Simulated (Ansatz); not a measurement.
# GeAs− (quintet): wave-function methods side by side, aug-cc-pVDZ

Aim: climb from Hartree-Fock through coupled cluster and multireference methods for GeAs− (quintet) at one geometry and basis, and see what each rung misses.

The runs use Ansatz 0.2.0, Gaussian basis; aug-cc-pVDZ, core rule «outside noble gas», up to 28 orbitals frozen.

Plan: UHF; CCSD(T) on ROHF; CCSD(T) on UHF; BCCD(T) on ROHF; CISD; CCSDT(Q) on ROHF; CCSDT(Q) on UHF; CASSCF and MRCISD+Q, 10 electrons in 8 orbitals; CASSCF and MRCISD+Q(relaxed), 10 electrons in 8 orbitals; CASSCF and NEVPT2, 10 electrons in 8 orbitals.

24 further runs of the same task are left out: 16 that didn't finish, 8 set aside as unsound or not needed.

### 1 The geometry

The geometry is a PBE0/def2-TZVPD stationary point (not a proven minimum) of the parent state, kept for this charge and spin. No spin-orbit coupling is included. The filled d shell of Ge, As may be among the frozen orbitals whatever the setting's name suggests; the logs give the count.

2 atoms, charge -1, spin multiplicity 5.

Atoms are counted from 1 here; the program's logs count them from 0.

Bond lengths: Ge1–As2 2.357 Å.

### 2 UHF

in.yaml

```yaml
crystal:
  periodic: [false, false, false]
  atoms:
    - {symbol: Ge, position_ang: [0.000000, 0.000000, 0.000000]}
    - {symbol: As, position_ang: [0.000000, 0.000000, 2.356900]}
basis:
  gaussian: {orbitals: aug-cc-pVDZ}
total_charge: -1
magnetization: {spin_polarized: true, initial_magnetization: 4}
hamiltonian: {xc: hf}
output: {orbitals: {seedname: orbitals}}
```

On the command line:

```bash
$ ansatz run in.yaml --threads 1 --pin off --events-out ev --progress --plain --max-ram 2393MiB
```

The runs that follow: CCSD(T) on ROHF; CCSD(T) on UHF; BCCD(T) on ROHF; CISD; CCSDT(Q) on ROHF; CCSDT(Q) on UHF; CASSCF and MRCISD+Q, 10 electrons in 8 orbitals; CASSCF and MRCISD+Q(relaxed), 10 electrons in 8 orbitals; CASSCF and NEVPT2, 10 electrons in 8 orbitals.

Q: Predict the results of all the runs planned. Wanted: UCCSDT(Q) below the RHF energy; RMP2 from UCCSDT(Q); UMP2 from UCCSDT(Q); RCCSD from UCCSDT(Q); RCCSD(T) from UCCSDT(Q); UCCSD(T) from UCCSDT(Q); RCCSDT(Q) from UCCSDT(Q); NEVPT2 valence from UCCSDT(Q); MRCISD+Q valence from UCCSDT(Q).

The runs gave:

| quantity | value |
| --- | --- |
| UCCSDT(Q) below the RHF energy | -4.8012 eV |
| RMP2 from UCCSDT(Q) | +92.4 kJ/mol |
| UMP2 from UCCSDT(Q) | +96.8 kJ/mol |
| RCCSD from UCCSDT(Q) | +20.9 kJ/mol |
| RCCSD(T) from UCCSDT(Q) | +5.6 kJ/mol |
| UCCSD(T) from UCCSDT(Q) | +4.4 kJ/mol |
| RCCSDT(Q) from UCCSDT(Q) | +1.3 kJ/mol |
| NEVPT2 valence from UCCSDT(Q) | +103.9 kJ/mol |
| MRCISD+Q valence from UCCSDT(Q) | +5.8 kJ/mol |
| MRCISD+Q(relaxed) valence from UCCSDT(Q) | +4.0 kJ/mol |
| levels within 1 kcal/mol (43 meV) | RCCSDT, UCCSDT, RCCSDT(Q), MRCISD+Q(relaxed) valence |
| T1 diagnostic | 0.022 |
| effectively unpaired electrons | 4.01 |

RCCSD(T) misses by +5.6 kJ/mol, 1.2 % of the correlation energy. One determinant dominates. Of the multireference levels listed MRCISD+Q(relaxed) valence comes nearest in total energy (+4.0 kJ/mol), which doesn't show that its space is the better one. These misses are within one basis, not against nature; the frozen cores of restricted and unrestricted runs differ, which can shift their rows.
